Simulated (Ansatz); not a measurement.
Task: a single point in a Gaussian basis of Cl2FGa, SMILES [F][Ga]([Cl])[Cl], with Ansatz's Python interface. Give the script and its output. Settings: B3LYP, def2-SVP basis, multiplicity 1.

The script reads `cl2fga.xyz`:
```text
4

F    -0.04060    0.55120    1.55600
Ga   -0.22070   -0.19410   -0.23160
Cl    1.70450   -1.44180    0.05610
Cl   -1.38770    1.02440   -1.40080
```

`energy_cl2fga.py`
```python
from dataclasses import dataclass
from pathlib import Path

import ansatz as az
import numpy as np


@dataclass(frozen=True)
class RunConfig:
    basis: str = "def2-SVP"
    xc: str = "b3lyp"


settings = RunConfig()

molecule = az.Crystal.molecule_from_extxyz("cl2fga.xyz")

job = molecule.calculation().basis(gaussian=settings.basis).functional(settings.xc).forces().orbitals()
result = job.run(threads=1, runs_dir="out")
summary = result.report

print("reference energy %16.6f eV" % summary["reference_energy_ev"])
print("total energy     %16.6f eV" % summary["free_energy_ev"])
print("occupied (up, down):", summary["n_occupied"], " virtual:", summary["n_virtual"], " frozen:", summary["n_frozen"])

field = summary["mean_field"]
print("<S^2> =", round(abs(field["state"]["spin_squared"]), 4), " relativity:", field["relativity"])
print("passes:", field["passes"])
if "symmetry" in field:
    print("occupied orbitals by irrep:", field["symmetry"]["occupied"])

symbols = [site.symbol for site in molecule.cartesian_sites]
print("forces (eV/A)")
for symbol, f in zip(symbols, summary["forces_ev_ang"]):
    print(f"  {symbol:2s} {f[0]:9.4f} {f[1]:9.4f} {f[2]:9.4f}")

charges = summary["charge_distribution"]
print("dipole moment", round(4.803205 * float(np.linalg.norm(charges["dipole_moment_e_ang"])), 3), "D")
print("Mulliken:", [(s, round(q, 3)) for s, q in zip(symbols, charges["mulliken_charges_e"])])

lines = Path(summary["orbitals_path"]).read_text().splitlines()
field_of = lambda key: [line.split("=")[1].strip() for line in lines if line.startswith(key)]
orbitals = [(27.211386 * float(e), s, float(n)) for e, s, n in zip(field_of("Ene="), field_of("Spin="), field_of("Occup="))]
homo = max(e for e, _, n in orbitals if n > 0.5)
lumo = min(e for e, _, n in orbitals if n < 0.5)
for e, spin, n in sorted(orbitals):
    if homo - 6 < e < lumo + 5:
        print(f"{spin:6s} {e:10.3f} eV  occupation {n:.0f}")
```

`python energy_cl2fga.py` gives:
```text
reference energy    -80128.282655 eV
total energy        -80128.282655 eV
occupied (up, down): [37, 37]  virtual: [45, 45]  frozen: 0
<S^2> = 0.0  relativity: none
passes: {'evaluations': 16, 'products': 12}
occupied orbitals by irrep: [{'A': 37}, {'A': 37}]
forces (eV/A)
  F    -0.8216   -1.1157   -2.7731
  Ga    3.4128    0.1427    4.7489
  Cl   -1.7724    0.6267   -0.9144
  Cl   -0.8188    0.3463   -1.0613
dipole moment 3.574 D
Mulliken: [('F', -0.405), ('Ga', 0.693), ('Cl', -0.2), ('Cl', -0.088)]
Alpha     -13.383 eV  occupation 2
Alpha     -11.168 eV  occupation 2
Alpha     -10.610 eV  occupation 2
Alpha     -10.434 eV  occupation 2
Alpha      -9.684 eV  occupation 2
Alpha      -9.470 eV  occupation 2
Alpha      -9.357 eV  occupation 2
Alpha      -8.889 eV  occupation 2
Alpha      -8.568 eV  occupation 2
Alpha      -3.985 eV  occupation 0
Alpha      -1.407 eV  occupation 0
Alpha       0.348 eV  occupation 0
```

Total energies depend on the basis set; only differences at equal settings carry meaning. The geometry is a force-field or estimated start, not a minimum of this method, and the basis set is short of its limit. Alpha marks a spatial orbital of a restricted run, filled by both spins. b3lyp holds the VWN-RPA fit, as in Gaussian; the form of ORCA and Turbomole is b3lyp5. Levels such as HOMO and LUMO are orbital energies: with these approximate functionals they aren't the ionisation energy and electron affinity, and their gap isn't the fundamental gap. Run time: 3.4 s on 1 thread of Arm Neoverse V2 (shared host), peak memory 0.23 GiB.

(Lines on the test bed's own set-up are left out of the output.)
